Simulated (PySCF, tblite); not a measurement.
# C5H3ClFSe radical: geometry, infrared bands and EPR parameters

What infrared bands and EPR parameters should C5H3ClFSe radical (`F[CH]c1ccc(Cl)[se]1`) show?

Computed with tblite 0.8.0 and PySCF 2.14.0, with density-fitted response routines of our own, on a single molecule in the gas phase. Atoms are numbered from 0 throughout.

**1. The molecule as given**

11 atoms, charge 0, multiplicity 2; geometry from: force field or distance geometry start.

Bonds of the start (Å): F0–C1 1.40, C1–C2 1.52, C2–C3 1.34, C3–C4 1.34, C4–C5 1.36, C5–Cl6 1.77, C5–Se7 1.97, Se7–C2 2.04, C1–H8 1.12, C3–H9 1.14, C4–H10 1.13.

**2. Geometry optimisation with GFN2-xTB**

What the job is given:

```
{"job": {"kind": "relax", "xc": "GFN2-xTB", "basis": "xTB"}, "charge": 0, "multiplicity": 2}
F     -2.731800     1.027800     0.905300
C     -2.286300     0.564000    -0.333000
C     -0.787700     0.430800    -0.152500
C     -0.065000    -0.691700    -0.226700
C      1.261100    -0.680900    -0.043400
C      1.912500     0.486300     0.185500
Cl     3.654500     0.695500     0.427800
Se     0.558800     1.916300     0.215600
H     -2.769700    -0.431900    -0.485400
H     -0.604600    -1.679500    -0.412700
H      1.863600    -1.634100    -0.106300
```

Command:

```console
> OMP_NUM_THREADS=1 python probes_run.py task.json out
```

The driver reads the jobs from task.json and runs them one after another.

**Question.** This job is followed by: GFN2-xTB harmonic vibrations, gas phase; UKS B3LYP, def2-TZVP-core on Se, pcH-1 on C Cl F H, non-relativistic, mean-field spin-orbit, GIAO. Predict these results of the whole session: strongest single infrared mode (GFN2-xTB); zero-point energy (GFN2-xTB); g(iso) (B3LYP); ⟨S²⟩; largest a(iso); potential on the surface of density 0.002 e/bohr³, 1st and 99th percentile.

**Answer**, as computed:

| quantity | value |
| --- | --- |
| strongest single infrared mode (GFN2-xTB) | 1076 cm⁻¹, 117 km/mol |
| zero-point energy (GFN2-xTB) | 38.2 kcal/mol |
| g(iso) (B3LYP) | 2.00724 |
| ⟨S²⟩ | 0.784 (exact 0.75) |
| largest a(iso) | 19F on F0, 76.3 MHz |
| potential on the surface of density 0.002 e/bohr³, 1st and 99th percentile | -0.58 V and 1.46 V |

What this shows: The optimisation took 40 steps and gained 1.817 eV; among the close pairs (by a distance rule), C1–C2 changed most, from 1.515 to 1.355 Å. No mode is imaginary among the 27: a minimum at this level. The strongest single mode, at 1076 cm⁻¹, is spread over several atoms, C1, F0, H10, H9 among them. Unscaled tight-binding wavenumbers are off by several per cent, some by more. Its intensities can rank the bands wrongly. The largest spin populations lie on C1 (0.50 e), C3 (0.41 e), C5 (0.37 e). The isotropic g lies 4.9 ppt above the free-electron value. The hyperfine terms hold no scalar relativity, which the heavier nuclei need. These values are for one conformer; the search (at its own cheap level) found 1 more, at 0.68 kcal/mol, and measured spectra average over such forms.
